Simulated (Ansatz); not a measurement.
# GaAs: the cost of one run

Program: Ansatz 0.2.0. Level of theory: reference: DFT, PBE, plane waves, PAW. These are calculated values, not measurements.

3 further runs of the same task are left out: 3 that didn't finish.

## (1) The starting structure

It takes space group F-43m (No. 216, cubic). The conventional cell has a = 5.666 Å, b = 5.666 Å, c = 5.666 Å, α = 90.00°, β = 90.00°, γ = 90.00°. Ga (site symmetry -43m) has 4 As at 2.45 Å as nearest neighbours. As (site symmetry -43m) is surrounded by 4 Ga at 2.45 Å.

Coordinates:

```
CELL_PARAMETERS angstrom
0.00000 2.83309 2.83309
2.83309 0.00000 2.83309
2.83309 2.83309 0.00000
ATOMIC_POSITIONS crystal
Ga 0.00000 0.00000 0.00000
As 0.25000 0.25000 0.25000
```

## (2) Baseline

input.yaml

```yaml
crystal:
  lattice:
    - [0.0, 2.8330850957, 2.8330850957]
    - [2.8330850957, 0.0, 2.8330850957]
    - [2.8330850957, 2.8330850957, 0.0]
  atoms:
    - { symbol: Ga, position: [0.0, 0.0, 0.0] }
    - { symbol: As, position: [0.25, 0.25, 0.25] }
kpoints:
  mp_grid: { grid: [6, 6, 6] }
hamiltonian:
  xc: pbe
scf:
  occupations: { method: fixed }
  n_extra_bands: 4
output:
  forces: true
  stress: true
  eigenvalues: true
  write_density: true
  write_potential: true
  elf: true
  volumetric_format: npy
```

Command:

```
> ansatz run input.yaml --threads 4 --pin off --max-ram 3686MiB --backend cpu --events-out ev --progress --plain --runs-dir out
```

**Question.** How long does this run take on 4 threads of an x86-64 CPU, shared host, and how much memory does it need?

About 1.4 s, with a peak of 0.35 GiB.
